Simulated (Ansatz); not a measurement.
# C₂H₇BF₂Si: up Jacob's ladder to CCSD(T)

Aim: compute C₂H₇BF₂Si with functionals from several rungs and with coupled cluster. The yardstick is the atomisation energy at the CCSD(T) limit.

Method: functionals in def2-TZVPP, the program's frozen cores in correlated methods; program: Ansatz 0.2.0, Gaussian basis.

The runs, in order: PBE-D4, r2SCAN-D4, PBE0-D4, B3LYP-D4, ωB97X-V, ωB97M-V, B2PLYP; CCSD(T)/def2-TZVPP; MP2/def2-QZVPP; extrapolation to the limit.

**1. The relaxed structure**

An earlier PBE0-D4 in a triple-zeta def2 set relaxation fixed the geometry.

SMILES `C[Si](C)(F)BF`, 13 atoms, charge 0, spin multiplicity 1.

Atoms are counted from 1 here; the program's logs count them from 0.

Bond lengths: C1–Si2 1.865 Å, C1–H7 1.093 Å, C1–H8 1.092 Å, C1–H9 1.094 Å, Si2–C3 1.865 Å, Si2–F4 1.615 Å, Si2–B5 2.041 Å, C3–H10 1.092 Å, C3–H11 1.093 Å, C3–H12 1.094 Å, B5–F6 1.328 Å, B5–H13 1.204 Å. Angles: Si2–C1–H7 110.6°, Si2–C1–H8 111.5°, Si2–C1–H9 110.4°, H7–C1–H8 108.1°, H7–C1–H9 108.1°, H8–C1–H9 108.0°, C1–Si2–C3 111.0°, C1–Si2–F4 107.7°, C1–Si2–B5 111.3°, C3–Si2–F4 107.7°, C3–Si2–B5 111.2°, F4–Si2–B5 107.8°, Si2–C3–H10 111.5°, Si2–C3–H11 110.6°, Si2–C3–H12 110.4°, H10–C3–H11 108.1°, H10–C3–H12 108.0°, H11–C3–H12 108.1° and more.

**2. PBE-D4 (GGA)**

Contents of in.yaml:

```yaml
crystal:
  periodic: [false, false, false]
  atoms:
    - {symbol: C, position_ang: [-1.343842, -0.866547, 0.674542]}
    - {symbol: Si, position_ang: [-0.103714, -0.062358, -0.462856]}
    - {symbol: C, position_ang: [1.634679, -0.586185, -0.036122]}
    - {symbol: F, position_ang: [-0.414230, -0.568876, -1.964226]}
    - {symbol: B, position_ang: [-0.289035, 1.970394, -0.440855]}
    - {symbol: F, position_ang: [-0.080515, 2.605695, 0.706039]}
    - {symbol: H, position_ang: [-1.237139, -1.954490, 0.653272]}
    - {symbol: H, position_ang: [-2.368942, -0.620934, 0.387997]}
    - {symbol: H, position_ang: [-1.191186, -0.530379, 1.703874]}
    - {symbol: H, position_ang: [2.361630, -0.175325, -0.740389]}
    - {symbol: H, position_ang: [1.723780, -1.675780, -0.053719]}
    - {symbol: H, position_ang: [1.902233, -0.239743, 0.965990]}
    - {symbol: H, position_ang: [-0.573219, 2.669728, -1.378646]}
basis:
  gaussian: {orbitals: def2-TZVPP}
hamiltonian: {xc: pbe, dispersion: d4}
output: {forces: true, orbitals: {seedname: orbitals}}
```

On the command line:

```sh
ansatz run in.yaml --threads 2 --pin off --events-out ev --progress --plain --max-ram 22528MiB --backend cuda --devices 0, --max-vram 18GiB
```

After this run come: r2SCAN-D4 (meta-GGA); PBE0-D4 (hybrid); B3LYP-D4 (hybrid); ωB97X-V (range-separated); ωB97M-V (range-separated); B2PLYP (double hybrid); CCSD(T) in def2-TZVPP; MP2 in def2-QZVPP.

Before running them: what should the planned runs give, taken together? Wanted: atomisation energy, CCSD(T)/CBS; farthest; mean size of error, hybrid; mean size of error, range-separated; gap, smallest and largest; T1 diagnostic; triples share of the correlation energy.

As calculated:

| quantity | value |
| --- | --- |
| atomisation energy, CCSD(T)/CBS | 5087.9 kJ/mol |
| functionals within 25.4 kJ/mol (0.5 %) | r2SCAN-D4, PBE0-D4, B3LYP-D4, ωB97X-V, ωB97M-V |
| farthest | PBE-D4 (+70.4 kJ/mol) |
| mean size of error, hybrid | 1.5 kJ/mol |
| mean size of error, range-separated | 15.2 kJ/mol |
| gap, smallest and largest | 3.71 eV (PBE-D4), 10.62 eV (ωB97X-V) |
| T1 diagnostic | 0.0121 |
| triples share of the correlation energy | 3.2 % |

**Reading.** PBE-D4 misses by +70.4 kJ/mol. Double hybrids carry the basis error of their MP2 part in triple zeta, and no dispersion term here, so their miss is partly the set-up's. The reference freezes the cores and leaves out relativity and excitations past (T), so misses under about 25.4 kJ/mol can't be ranked. Hartree-Fock recovers 77 % of the binding; the rest is correlation. The gap grows from 3.7 to 10.6 eV across the functionals, mostly with the share of exact exchange.
